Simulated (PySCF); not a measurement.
# C2H6GeN2: the cost of one run

Programs: PySCF 2.14.0, with density-fitted response routines of our own. Each step states its level of theory. These are calculated values for one molecule in the gas phase, unless marked as measured. Atoms are numbered from 0 throughout.

## 1. Starting geometry

11 atoms, charge 0, multiplicity 1; geometry from: GFN2-xTB. The atoms were then displaced at random by about 0.01 Å, so the start is not that level's minimum.

Bonds of the start (Å): N0–C1 1.13, C1–C2 1.43, C2–Ge3 2.04, Ge3–N4 1.78, C2–H5 1.09, C2–H6 1.07, Ge3–H7 1.50, Ge3–H8 1.54, N4–H9 1.01, N4–H10 1.01.

## 2. Geometry optimisation at PBE0-D3(BJ)/def2-SVP

The job: settings as JSON, then the geometry in Å.

```
{"job": {"xc": "PBE0", "basis": "def2-SVP", "d3": "d3bj", "grid": 1, "shake": 0.01, "kind": "geom"}, "charge": 0, "multiplicity": 1}
N     -1.331850     2.437460     0.070340
C     -1.328890     1.343220    -0.192080
C     -1.254300    -0.049810    -0.486740
Ge     0.358030    -0.805840     0.502920
N      1.770180    -0.025170    -0.243340
H     -1.082550    -0.177780    -1.552490
H     -2.155180    -0.539050    -0.189000
H      0.477720    -2.272250     0.218980
H      0.143560    -0.596450     2.015940
H      2.681700    -0.329790     0.083080
H      1.759690     0.989620    -0.243270
```

On the command line:

```bash
> OMP_NUM_THREADS=1 python probes_run.py task.json out
```

One launch serves the whole session: the jobs run in the order shown.

**Question.** How long does this first job take on 1 thread of Arm Neoverse V2, shared host, and how much memory does it need?

About 45 s, with a peak of 0.48 GiB.
